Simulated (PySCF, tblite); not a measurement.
# C4H6O3Si: geometry, infrared bands and NMR shifts

Wanted: the infrared bands and NMR shifts of C4H6O3Si (`C#C[SiH2]OCC(=O)O`), by calculation.

Programs: tblite 0.8.0 and PySCF 2.14.0, with density-fitted response routines of our own. Each step states its level of theory. These are calculated values for one molecule in the gas phase, unless marked as measured. Atoms count from 0, in the outputs and in this text.

## (1) The starting structure

14 atoms, charge 0, multiplicity 1; geometry from: force field or distance geometry start.

Bonds of the start (Å): C0–C1 1.20, C1–Si2 1.87, Si2–O3 1.67, O3–C4 1.40, C4–C5 1.52, C5–O6 1.22, C5–O7 1.34, C0–H8 1.06, Si2–H9 1.48, Si2–H10 1.49, C4–H11 1.10, C4–H12 1.10, O7–H13 0.98.

## (2) Geometry optimisation with GFN2-xTB

What the job is given:

```
{"job": {"kind": "relax", "xc": "GFN2-xTB", "basis": "xTB"}, "charge": 0, "multiplicity": 1}
C      3.231000     1.315200    -0.349100
C      2.524700     0.358300    -0.176800
Si     1.452600    -1.148500     0.119700
O     -0.135900    -0.730100     0.430700
C     -0.875900    -0.054900    -0.552800
C     -2.322800     0.169400    -0.135700
O     -2.856500    -0.168900     0.902100
O     -3.020300     0.837000    -1.070300
H      3.844400     2.170100    -0.503800
H      1.966400    -1.953900     1.245500
H      1.447800    -1.992700    -1.103300
H     -0.901700    -0.644600    -1.484600
H     -0.438800     0.935500    -0.734600
H     -3.915600     0.907500    -0.678800
```

Run with:

```sh
$ OMP_NUM_THREADS=1 python probes_run.py task.json out
```

This one command runs all jobs of the session in turn.

**Question.** This job is followed by: GFN2-xTB harmonic vibrations, gas phase; GIAO PBE0/pcSseg-1 NMR shielding, non-relativistic, gas phase. Predict these results of the whole session: strongest single infrared mode (GFN2-xTB); zero-point energy (GFN2-xTB); 13C shifts against TMS (PBE0/pcSseg-1); 1H shifts against TMS (PBE0/pcSseg-1, means over atoms taken as alike); 29Si shifts against TMS (PBE0/pcSseg-1); 17O shifts against H2O (PBE0/pcSseg-1); surface potential, 1st and 99th percentile.

As calculated:

| quantity | value |
| --- | --- |
| strongest single infrared mode (GFN2-xTB) | 1820 cm⁻¹, 469 km/mol |
| zero-point energy (GFN2-xTB) | 56.1 kcal/mol |
| 13C shifts against TMS (PBE0/pcSseg-1) | 174.3, 104.3, 87.3, 62.9 ppm |
| 1H shifts against TMS (PBE0/pcSseg-1, means over atoms taken as alike) | 6.11, 5.08, 4.51, 2.04 ppm |
| 29Si shifts against TMS (PBE0/pcSseg-1) | -49.6 ppm |
| 17O shifts against H2O (PBE0/pcSseg-1) | 442.3, 198.5, 18.3 ppm |
| surface potential, 1st and 99th percentile | -1.90 V and 2.31 V |

Relaxing lowered the energy by 0.193 eV in 52 steps; the close pair that moved most is Si2–O3, from 1.672 to 1.626 Å. All 36 modes are real, so the xTB geometry is a minimum. The strongest single mode, at 1820 cm⁻¹, moves mainly C5 and O6. Unscaled tight-binding wavenumbers are off by several per cent, some by more. Its intensities can rank the bands wrongly. C5 (carboxylic acid carbon) lies farthest downfield among carbon, at 174.3 ppm; it is a carbonyl in resonance with an O or N lone pair, the region of acids, esters and amides. At PBE0/pcSseg-1: Shielding is most anisotropic at O6 (span 661 ppm, paramagnetic term -508 ppm). At PBE0/pcSseg-1, counted by nearest atom on the grid, the HOMO lies on O6 66 %; O7 10 %, the LUMO on C0, C1 about 22 % each; Si2 16 %.
